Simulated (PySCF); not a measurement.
# C3H8BNO: the cost of one run

Computed with PySCF 2.14.0, with density-fitted response routines of our own, on a single molecule in the gas phase. Atoms are numbered from 0 throughout.

## 1. The starting structure

14 atoms, charge 0, multiplicity 1; geometry from: GFN2-xTB. The atoms were then displaced at random by about 0.01 Å, so the start is not that level's minimum.

Bonds of the start (Å): C0–C1 1.35, C1–C2 1.53, C2–N3 1.42, N3–B4 1.66, B4–O5 1.47, O5–C1 1.33, C0–H6 1.05, C0–H7 1.10, C2–H8 1.09, C2–H9 1.11, N3–H10 1.05, N3–H11 1.00, B4–H12 1.20, B4–H13 1.22.

## 2. Relaxing the molecule at PBE0-D3(BJ)/def2-SVP

The job: settings as JSON, then the geometry in Å.

```
{"job": {"xc": "PBE0", "basis": "def2-SVP", "d3": "d3bj", "grid": 1, "shake": 0.01, "kind": "geom"}, "charge": 0, "multiplicity": 1}
C      2.176750     0.641660     0.073990
C      0.840860     0.440640     0.002990
C      0.177570    -0.874750     0.413300
N     -1.067750    -0.831540    -0.259490
B     -1.434880     0.790990    -0.276190
O     -0.064050     1.306100    -0.446730
H      2.838230    -0.095020     0.420190
H      2.588200     1.619790    -0.218210
H      0.794880    -1.738190     0.169250
H      0.031080    -0.871070     1.512720
H     -1.829700    -1.389280     0.206200
H     -0.998560    -1.129550    -1.216670
H     -2.150290     1.065500    -1.204240
H     -1.909490     1.049630     0.815140
```

Command:

```bash
$ OMP_NUM_THREADS=1 python probes_run.py task.json out
```

One launch serves the whole session: the jobs run in the order shown.

Q: Estimate the wall time and peak memory of this first job on 1 thread of Arm Neoverse N1, shared host.

About 87 s, with a peak of 0.5 GiB.
